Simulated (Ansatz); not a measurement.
Input of an Ansatz 0.2.0 run:

The input input.yaml:

```yaml
crystal:
  lattice:
    - [4.806367, 0.0, 0.0]
    - [0.0, 4.806367, 0.0]
    - [0.0, 0.0, 4.806367]
  atoms:
    - { symbol: Sb, position: [0.5, 0.5, 0.0] }
    - { symbol: Sb, position: [0.0, 0.5, 0.5] }
    - { symbol: Sb, position: [0.5, 0.0, 0.5] }
    - { symbol: In, position: [0.0, 0.0, 0.0] }
hamiltonian:
  xc: r2scan
  pseudopotentials: { kind: paw }
kpoints:
  mp_grid: { grid: [6, 6, 6] }
  band_path:
    path:
      - [[0.0, 0.0, 0.0], [0.0, 0.5, 0.0], [0.5, 0.5, 0.0], [0.0, 0.0, 0.0], [0.5, 0.5, 0.5], [0.0, 0.5, 0.0]]
      - [[0.5, 0.5, 0.0], [0.5, 0.5, 0.5]]
    npoints: 14
scf:
  occupations: { method: fermi_dirac, width: 0.05 }
  n_extra_bands: 10
output:
  forces: true
  stress: true
  eigenvalues: true
  fatbands: false
  write_density: true
  write_potential: true
  elf: true
  volumetric_format: npy
```

Potentials or basis: Ansatz PAW.

Launch:

```console
$ ansatz run input.yaml --threads 2 --pin off --max-ram 5632MiB --backend cpu --events-out ev --progress --plain --runs-dir out
```

**Question.** Estimate the band gap on the k mesh.

**Answer.** None (metal or under the smearing width).

**Question.** Predict the pressure.

**Answer.** -0.6 GPa.

Levels at the corners of the path, in eV from the Fermi level:
```tsv
point	band 27	band 28	band 29	band 30	band 31	band 32
Γ	-3.54	0.41	0.41	0.41	1.87	1.87
X	-2.24	-2.24	-1.14	-0.77	2.15	2.28
M	-1.61	-1.44	-1.23	-1.23	-0.41	1.17
Γ	-3.54	0.41	0.41	0.41	1.87	1.87
R	-5.23	-4.87	3.71	3.71	3.75	3.75
X	-2.24	-2.24	-1.14	-0.77	2.15	2.28
M	-1.61	-1.44	-1.23	-1.23	-0.41	1.17
R	-5.23	-4.87	3.71	3.71	3.75	3.75
```

Caveat: spin-orbit coupling is left out, which moves the levels of the heavy elements; the PAW data sets come from PBE, with cores solved anew for the run's functional, which leaves a small shift of forces and pressure.
